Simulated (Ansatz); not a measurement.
# Cu5Si3: the cost of one run

Program: Ansatz 0.2.0. Level of theory: DFT PBE, scalar-relativistic, plane waves, PAW. These are calculated values, not measurements.

## (1) The system as given

The cell holds 16 atoms (Cu10Si6): a = 6.034 Å, b = 6.312 Å, c = 5.993 Å, α = 91.32°, β = 89.34°, γ = 91.28°.

It is the last frame of an earlier stage of the same melt, run at 300 K.

As a file:

```
CELL_PARAMETERS angstrom
6.03331 -0.06870 0.03399
-0.06870 6.31135 -0.07080
0.03399 -0.07080 5.99272
ATOMIC_POSITIONS crystal
Cu 0.42788 0.31711 0.58767
Cu 0.78326 0.51994 0.45043
Cu 0.64179 0.12320 0.98190
Cu 0.72028 0.93573 0.61491
Cu 0.97828 0.28004 0.70528
Cu 0.58742 0.60154 0.82385
Cu 0.25809 0.96195 0.69501
Cu 0.46465 0.41958 0.18937
Cu 0.25230 0.75558 0.04911
Cu 0.41137 0.02909 0.33516
Si 0.03361 0.67102 0.69946
Si 0.70398 0.79292 0.13380
Si 0.92888 0.48188 0.05793
Si 0.20310 0.18223 0.02566
Si 0.40766 0.67829 0.48034
Si 0.92022 0.15087 0.32223
```

## (2) Relaxing on a coarse mesh

Cell and atoms move without symmetry, on a coarse mesh with loose thresholds.

input.yaml reads:

```yaml
crystal:
  lattice:
    - [6.033308, -0.068701, 0.033986]
    - [-0.068701, 6.311354, -0.070802]
    - [0.033986, -0.070802, 5.992716]
  atoms:
    - { symbol: Cu, position: [0.4278796769, 0.3171117738, 0.587669653] }
    - { symbol: Cu, position: [0.783259639, 0.5199373544, 0.4504307461] }
    - { symbol: Cu, position: [0.6417911248, 0.1232026949, 0.9818952713] }
    - { symbol: Cu, position: [0.7202822125, 0.9357343478, 0.6149123362] }
    - { symbol: Cu, position: [0.9782827861, 0.2800365522, 0.7052776376] }
    - { symbol: Cu, position: [0.5874178936, 0.6015354619, 0.8238508554] }
    - { symbol: Cu, position: [0.2580891711, 0.9619537013, 0.695011325] }
    - { symbol: Cu, position: [0.4646465687, 0.4195781227, 0.1893741321] }
    - { symbol: Cu, position: [0.2522989141, 0.7555819886, 0.0491127953] }
    - { symbol: Cu, position: [0.4113682674, 0.029093923, 0.3351557359] }
    - { symbol: Si, position: [0.0336123979, 0.6710233491, 0.6994596402] }
    - { symbol: Si, position: [0.7039776811, 0.7929187807, 0.133800727] }
    - { symbol: Si, position: [0.928882446, 0.4818841042, 0.0579347116] }
    - { symbol: Si, position: [0.2030965649, 0.1822314212, 0.0256561487] }
    - { symbol: Si, position: [0.4076582323, 0.6782857186, 0.4803390372] }
    - { symbol: Si, position: [0.9202212664, 0.1508735039, 0.3222331144] }
  symmetry: { detect: false }
basis:
  ecutwfc: 420
kpoints:
  mp_grid: { grid: [2, 2, 2], shift: [0.5, 0.5, 0.5] }
hamiltonian:
  xc: pbe
scf:
  occupations: { method: gaussian, width: 0.1 }
  lower_state_search: "off"
output:
  forces: true
  stress: true
  eigenvalues: true
relax:
  adjacent_minimum: "off"
  f_tol: 0.04
  max_steps: 70
  cell: { stress_tol: 0.3 }
```

Launch:

```bash
> ansatz run input.yaml --threads 2 --pin off --max-ram 5120MiB --backend cpu --events-out ev --progress --plain --runs-dir out
```

**Question.** How long does this run take on 2 threads of Arm Neoverse V2, shared host, and how much memory does it need?

About 4.3 min, with a peak of 0.62 GiB.
